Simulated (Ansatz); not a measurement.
**InH4 (quartet): wave-function methods side by side, def2-SVPD**

Aim: climb from Hartree-Fock through coupled cluster and multireference methods for InH4 (quartet) at one geometry and basis, and see what each rung misses.

Program: Ansatz 0.2.0, Gaussian basis. Level of theory: def2-SVPD, core rule «outside noble gas», up to 9 orbitals frozen. These are calculated values, not measurements.

To be run: UHF; CCSD(T) on ROHF; CCSD(T) on UHF; BCCD(T) on ROHF; CISD as a restricted active space (open shells left free, so some higher excitations enter); CCSDT(Q) on ROHF; CCSDT(Q) on UHF; CASSCF and MRCISD+Q, 7 electrons in 8 orbitals; CASSCF and MRCISD+Q(relaxed), 7 electrons in 8 orbitals; CASSCF and NEVPT2, 7 electrons in 8 orbitals.

23 further runs of the same task are left out: 2 for a known fault of the program, 1 that didn't finish, 20 set aside as unsound or not needed. Runs told in other sessions of the task aren't counted.

## Step 1: The geometry

The geometry is a PBE0/def2-TZVPD stationary point (not a proven minimum) of the parent state, kept for this charge and spin. No spin-orbit coupling is included. Elements past krypton take def2 core potentials.

5 atoms, charge 0, spin multiplicity 4.

Atoms are counted from 1 here; the program's logs count them from 0.

Bond lengths: In1–H2 1.786 Å, In1–H3 1.786 Å, In1–H4 1.786 Å, In1–H5 1.786 Å. Angles: H2–In1–H3 90.0°, H2–In1–H4 180.0°, H2–In1–H5 90.0°, H3–In1–H4 90.0°, H3–In1–H5 180.0°, H4–In1–H5 90.0°.

## Step 2: UHF

Contents of in.yaml:

```yaml
crystal:
  periodic: [false, false, false]
  atoms:
    - {symbol: In, position_ang: [0.000000, 0.000000, 0.000000]}
    - {symbol: H, position_ang: [1.263100, 0.000000, 1.263100]}
    - {symbol: H, position_ang: [-1.263100, 0.000000, 1.263100]}
    - {symbol: H, position_ang: [-1.263100, 0.000000, -1.263100]}
    - {symbol: H, position_ang: [1.263100, 0.000000, -1.263100]}
basis:
  gaussian: {orbitals: def2-SVPD}
magnetization: {spin_polarized: true, initial_magnetization: 3}
hamiltonian: {xc: hf}
output: {orbitals: {seedname: orbitals}}
```

Command:

```console
> ansatz run in.yaml --threads 1 --pin off --events-out ev --progress --plain --max-ram 2393MiB
```

After this run come: CCSD(T) on ROHF; CCSD(T) on UHF; BCCD(T) on ROHF; CISD as a restricted active space (open shells left free, so some higher excitations enter); CCSDT(Q) on ROHF; CCSDT(Q) on UHF; CASSCF and MRCISD+Q, 7 electrons in 8 orbitals; CASSCF and MRCISD+Q(relaxed), 7 electrons in 8 orbitals; CASSCF and NEVPT2, 7 electrons in 8 orbitals.

Q: Predict the results of all the runs planned. Wanted: UCCSDT(Q) from the RHF energy; RMP2 from UCCSDT(Q); UMP2 from UCCSDT(Q); RCCSD from UCCSDT(Q); RCCSD(T) from UCCSDT(Q); UCCSD(T) from UCCSDT(Q); RCCSDT(Q) from UCCSDT(Q); NEVPT2 valence from UCCSDT(Q); MRCISD+Q valence from UCCSDT(Q).

**Answer**, as computed:

```
                                quantity                                                                             value
           UCCSDT(Q) from the ROHF energy                                                                        -2.8061 eV
                     RMP2 from UCCSDT(Q)                                                                      +79.2 kJ/mol
                     UMP2 from UCCSDT(Q)                                                                      +76.2 kJ/mol
                    RCCSD from UCCSDT(Q)                                                                      +12.2 kJ/mol
                 RCCSD(T) from UCCSDT(Q)                                                                       +4.6 kJ/mol
                 UCCSD(T) from UCCSDT(Q)                                                                       +3.1 kJ/mol
                RCCSDT(Q) from UCCSDT(Q)                                                                       +1.6 kJ/mol
           NEVPT2 valence from UCCSDT(Q)                                                                      +46.5 kJ/mol
         MRCISD+Q valence from UCCSDT(Q)                                                                       +2.7 kJ/mol
MRCISD+Q(relaxed) valence from UCCSDT(Q)                                                                       -0.2 kJ/mol
       levels within 1 kcal/mol (43 meV)  UCCSD(T), RCCSDT, UCCSDT, RCCSDT(Q), MRCISD+Q valence, MRCISD+Q(relaxed) valence
                           T1 diagnostic                                                                             0.033
          effectively unpaired electrons                                                                              3.03
```

In words: RCCSD(T) lands +4.6 kJ/mol from the yardstick (1.7 % of the correlation energy). One determinant dominates. Of the multireference levels listed MRCISD+Q(relaxed) valence comes nearest in total energy (-0.2 kJ/mol), which doesn't show that its space is the better one. These misses are within one basis, not against nature; the frozen cores of restricted and unrestricted runs differ, which can shift their rows.
